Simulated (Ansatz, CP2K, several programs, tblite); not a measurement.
Energy against volume for Ga4AsP3 as one 8-atom ordering (P-4m2) on the zincblende lattice, at fixed shape and fractional coordinates, computed by several methods (PBE and r2SCAN, where shown, with plane waves in Ansatz); the cell shown is that of r2SCAN. With free coordinates or axes held, a curve is too stiff, and on another method's shape its minimum isn't the method's own volume. Space group P-4m2 (No. 115), tetragonal; conventional cell a = 3.894 Å, c = 10.999 Å, 20.85 Å³ an atom. Around P lie 4 Ga at 2.37 Å; around Ga lie 4 P at 2.37 Å; around Ga lie 2 P at 2.37 Å and 2 As at 2.43 Å; around As lie 4 Ga at 2.43 Å. Simulation only: spin-unpolarised, and no claim that this is the phase found in nature. Energies count from each curve's lowest point; fits are third-order Birch-Murnaghan.

```cif
data_structure
_symmetry_space_group_name_H-M 'P 1'
_symmetry_Int_Tables_number 1
_cell_length_a 3.8939
_cell_length_b 3.8939
_cell_length_c 10.9987
_cell_angle_alpha 90.000
_cell_angle_beta 90.000
_cell_angle_gamma 90.000
_cell_volume 166.77
loop_
_atom_site_label
_atom_site_type_symbol
_atom_site_fract_x
_atom_site_fract_y
_atom_site_fract_z
_atom_site_occupancy
P1 P 0.00000 0.00000 0.24571 1
Ga1 Ga 0.00000 0.50000 0.12277 1
P2 P 0.50000 0.50000 0.00000 1
Ga2 Ga 0.50000 0.00000 0.87723 1
P3 P 0.00000 0.00000 0.75429 1
Ga3 Ga 0.00000 0.50000 0.63157 1
As1 As 0.50000 0.50000 0.50000 1
Ga4 Ga 0.50000 0.00000 0.36843 1
```

PBE/SZV (CP2K), on the shape of the cell shown:
```tsv
V (Å³/atom)	E (meV/atom)
18.344	255.64
19.595	111.03
20.846	30.68
22.097	0.00
23.347	3.58
```
The points scatter about a smooth fit, so no fit is quoted.

GFN2-xTB (tblite), on the shape of the cell shown, as a cluster of 72 atoms at the zone centre:
```csv
V (Å³/atom),E (meV/atom)
18.344,313.64
19.595,165.99
20.846,74.69
22.097,22.59
23.347,0.00
```
The lowest point is an end point, so the minimum isn't bracketed.

Question: r2SCAN, on the shape of its own relaxed cell, gives

| V (Å³/atom) | E (meV/atom) |
| --- | --- |
| 19.595 | 21.95 |
| 20.221 | 5.19 |
| 20.846 | 0.00 |
| 21.471 | 4.66 |
| 22.097 | 17.66 |

What equilibrium volume and bulk modulus follow?

Answer: V₀ = 20.85 Å³ an atom and B₀ = 84 GPa.

light PBE (260 eV, its own mesh), on the shape of the cell shown:
```
V (Å³/atom)  E (meV/atom)
     19.178         90.56
     20.012         39.44
     20.846          4.48
     21.680          0.00
     22.514         14.51
     23.347         28.56
```
The points scatter about a smooth fit, as a low cutoff and a light mesh can make them, so no fit is quoted.

PBE/DZVP (CP2K), on the shape of the cell shown:

| V (Å³/atom) | E (meV/atom) |
| --- | --- |
| 18.344 | 157.31 |
| 19.595 | 54.24 |
| 20.846 | 5.95 |
| 22.097 | 0.00 |
| 23.347 | 22.35 |

The points scatter about a smooth fit, so no fit is quoted.
